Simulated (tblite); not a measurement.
# C2H5F3SSi2: the cost of one run

Computed with tblite 0.8.0 and PySCF 2.14.0, with density-fitted response routines of our own, on a single molecule, in the gas phase or a continuum. Atoms count from 0, in the outputs and in this text.

## 1. The starting structure

13 atoms, charge 0, multiplicity 1; geometry from: force field or distance geometry start.

Bonds of the start (Å): F0–C1 1.34, C1–F2 1.36, C1–C3 1.33, C3–F4 1.39, C3–Si5 1.83, Si5–S6 2.14, S6–Si7 2.13, Si5–H8 1.48, Si5–H9 1.45, Si7–H10 1.49, Si7–H11 1.48, Si7–H12 1.48.

## 2. Geometry optimisation with GFN2-xTB

What the job is given:

```
{"job": {"kind": "relax", "xc": "GFN2-xTB", "basis": "xTB"}, "charge": 0, "multiplicity": 1}
F     -2.689200     1.753200     0.772800
C     -2.504200     0.422200     0.792700
F     -3.296700    -0.403800     1.528900
C     -1.511600    -0.158300     0.120400
F     -1.374500    -1.535100     0.215300
Si    -0.360900     0.842400    -0.887400
S      1.565300     1.042400     0.032100
Si     2.657200    -0.788000     0.107700
H     -0.930400     2.201100    -0.977600
H     -0.300300     0.319500    -2.238500
H      2.325900    -1.476400     1.384200
H      4.112100    -0.526700     0.138100
H      2.302800    -1.692000    -1.006500
```

Launch:

```sh
$ OMP_NUM_THREADS=1 python probes_run.py task.json out
```

The driver reads the jobs from task.json and runs them one after another.

**Question.** How long does this first job take on 1 thread of Arm Neoverse N1, shared host, and how much memory does it need?

About 1.2 s, with a peak of 0.18 GiB.
